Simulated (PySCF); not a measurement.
# Ga: excitation energy in aug-cc-pVTZ-PP plus 1 even-tempered diffuse shell per l with ECP10

Aim: the excitation energy of gallium from differences of total energies, at each level of theory, and how far each lands from the tabulated value where there is one.

Program: PySCF 2.14.0. Level of theory: unrestricted determinants in a Gaussian basis, no spin-orbit coupling in the energies. These are calculated values, not measurements, unless marked.

### 1 What is computed

- Element: gallium (Z = 31)
- Basis: aug-cc-pVTZ-PP with one added diffuse shell each of s, d, f type with ECP10MDF (7s5p5d3f, 68 functions)
- Hamiltonian: a scalar-relativistic core potential
- State 1: Ga: [Ar] 3d10 4s2 5s1, 2S determinant (an excited configuration)
- Needed too, but not shown: Ga [Ar] 3d10 4s2 4p1 (2P)
- Methods: CCSD(T)
- Core shells frozen in the correlated runs: valence: 3s2 3p6 3d10 (for Ga)

Outer shells as boxes (Hund's rule):

Ga [Ar] 3d10 4s2 5s1
```
[Ar] core
3d [↑↓][↑↓][↑↓][↑↓][↑↓]
4s [↑↓]
5s [↑ ]
```

One driver process ran all states and methods and kept the integrals in memory. Each run is shown as a PySCF script that sums up its settings (the driver passes frozen orbitals as a list and adds second-order terms of double hybrids); the logs are those of the runs themselves. The driver starts from symmetry-adapted Hartree-Fock orbitals, holds the occupation by maximum overlap and uses a logarithmic radial grid for functionals, so a plain start would take other cycles.

The integrals over 68 functions and the set-up took 0.78 s of CPU time.

### 2 Ga [Ar] 3d10 4s2 5s1: CCSD(T) (valence)

**CCSD(T) (valence)**

input.py reads:

```python
from pyscf import gto, scf, dft, mp, cc
import basis_set_exchange as bse
txt = bse.get_basis("aug-cc-pVTZ-PP", elements=["Ga"], fmt="nwchem", header=False, augment_diffuse=1)
cut = txt.index("\nECP")
mol = gto.M(atom="Ga 0 0 0", charge=0, spin=1, symmetry="D2h",
            basis=gto.basis.parse(txt[:cut]),
            ecp={"Ga": gto.basis.parse_ecp(txt[cut:])})
mf = scf.UHF(mol)
mf.irrep_nelec = {'Ag': (5, 4), 'B1g': (1, 1), 'B2g': (1, 1), 'B3g': (1, 1), 'B1u': (1, 1), 'B2u': (1, 1), 'B3u': (1, 1)}
mf.kernel()
mycc = cc.CCSD(mf, frozen=9).run()
mycc.ccsd_t()
```

What does the calculation give?

**Answer**, as computed:

| quantity | value |
| --- | --- |
| excitation energy, Ga → [Ar] 3d10 4s2 5s1 | UHF 2.814, CCSD(T) (valence) 2.948 eV; reference 3.005 |

Accuracy by level (over 1 difference):

```csv
method,mean absolute miss against the measured value (with the measured fine structure taken into account where it is known) (eV)
UHF,0.191
MP2 (valence),0.100
SCS-MP2 (valence),0.102
CCSD (valence),0.066
CCSD(T) (valence),0.057
```

CCSD(T) (valence) lands nearest to the measured value (off by 0.06 eV), level with CCSD (valence); UHF misses by most (0.19 eV). The basis is finite, and no extrapolation was made.
